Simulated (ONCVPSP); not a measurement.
**Tungsten: generating and testing an ONCV potential**

Do these settings give a usable potential? It is generated, then checked for transferability, scattering, ghosts and hardness.

Program: ONCVPSP 4.0.1. Reference atom: PBE, scalar-relativistic, spherical and spin-unpolarised. All values are calculated.

**1. The design**

The settings as typed:

| Quantity | Value |
| --- | --- |
| element | tungsten (W, Z = 74) |
| type | optimised norm-conserving Vanderbilt (ONCV) |
| frozen core | [Kr] 4d10 |
| valence charge | 28 |
| reference configuration | 4f14 5s2 5p6 5d4 6s2 |
| partial waves | 5s+6s: rc 1.90 bohr, ncon 3, nbas 7, qcut 6.1 1/bohr, 2 projectors; 5p: rc 1.45 bohr, ncon 4, nbas 7, qcut 7.6 1/bohr, 1 projector; 5d: rc 1.80 bohr, ncon 4, nbas 7, qcut 5 1/bohr, 2 projectors, debl 3.4 Ha; 4f: rc 0.70 bohr, ncon 5, nbas 9, qcut 24.6 1/bohr, 2 projectors, debl 1.2 Ha |
| local potential | polynomial inside 0.50 bohr (lpopt 5, dvloc0 0 Ha) |
| core correction | not asked for |

**2. Generating the potential**

Contents of W.dat:

```
# ATOM AND REFERENCE CONFIGURATION
# atsym  z   nc   nv     iexc    psfile
  W 74.00    9    5        4      upf
#
#   n    l    f
    1    0    2.00
    2    0    2.00
    2    1    6.00
    3    0    2.00
    3    1    6.00
    3    2   10.00
    4    0    2.00
    4    1    6.00
    4    2   10.00
    4    3   14.00
    5    0    2.00
    5    1    6.00
    5    2    4.00
    6    0    2.00
#
# PSEUDOPOTENTIAL AND OPTIMIZATION
# lmax
    3
#
#   l,   rc,      ep,       ncon, nbas, qcut
    0    1.90    0.00    3    7    6.10
    1    1.45    0.00    4    7    7.60
    2    1.80    0.00    4    7    5.00
    3    0.70    0.00    5    9   24.60
#
# LOCAL POTENTIAL
# lloc, lpopt,  rc(5),   dvloc0
    4    5    0.50    0.00
#
# VANDERBILT-KLEINMAN-BYLANDER PROJECTORs
# l, nproj, debl
    0    2    1.90
    1    1    3.70
    2    2    3.40
    3    2    1.20
#
# MODEL CORE CHARGE
# icmod, fcfact, rcfact
    0    0.00    0.00
#
# LOG DERIVATIVE ANALYSIS
# epsh1, epsh2, depsh
   -4.00    5.00    0.02
#
# OUTPUT GRID
# rlmax, drl
    6.00    0.01
#
# TEST CONFIGURATIONS
# ncnf
    4
# nvcnf
#   n    l    f
    5
    4    3   14.00
    5    0    2.00
    5    1    6.00
    5    2    4.00
    6    0    1.00
#
    5
    4    3   14.00
    5    0    2.00
    5    1    6.00
    5    2    4.00
    6    0    0.00
#
    5
    4    3   14.00
    5    0    2.00
    5    1    6.00
    5    2    3.00
    6    0    0.00
#
    5
    4    3   14.00
    5    0    2.00
    5    1    5.00
    5    2    4.00
    6    0    2.00
#
```

Started as:

```sh
$ oncvpsp.x < W.dat > W.out
```

Before running it: what results should come out? Wanted: cutoffs for 1 and 0.1 mHa per electron, occupied waves; bound ghosts; GHOST(+) flags; largest test error; largest phase difference near zero energy, channels read; projector energies reset by the program.

**Answer**, as computed:

```
                                                quantity                              value
  cutoffs for 1 and 0.1 mHa per electron, occupied waves                  274 Ha and 303 Ha
                                            bound ghosts  s at -1157.33 eV, p at -761.05 eV
                                          GHOST(+) flags              s at 24 eV, d at 9 eV
                            largest test error (AE − PS)  -56 meV, for 4f14 5s2 5p5 5d4 6s2
largest phase difference near zero energy, channels read                          0.059 rad
                 projector energies reset by the program                f: -1.220, 0.250 Ha
```

It has a bound ghost (s, p), a state that the atom doesn't have, and that rules the file out. The worst unpolarised test, 4f14 5s2 5p5 5d4 6s2, is off by 56 meV on 48.9 eV; by total energies transferability rates as fair. That test lies far up in energy; among those under 40 eV, nearer to bonding, the largest error is 17 meV. The potential is very hard: the looser tolerance needs 274 Ha. At the looser tolerance the 4f wave is the slowest; 5p needs 25 Ha. Near zero energy the largest phase difference among the channels read is 0.06 rad, in the d channel. The pseudo curves have poles with no partner nearby in the atom's: s at 0.89 Ha, d at 0.34 Ha. At positive energy that is a spurious or a displaced resonance. The program also flags highly localised states, GHOST(+) (s, d).
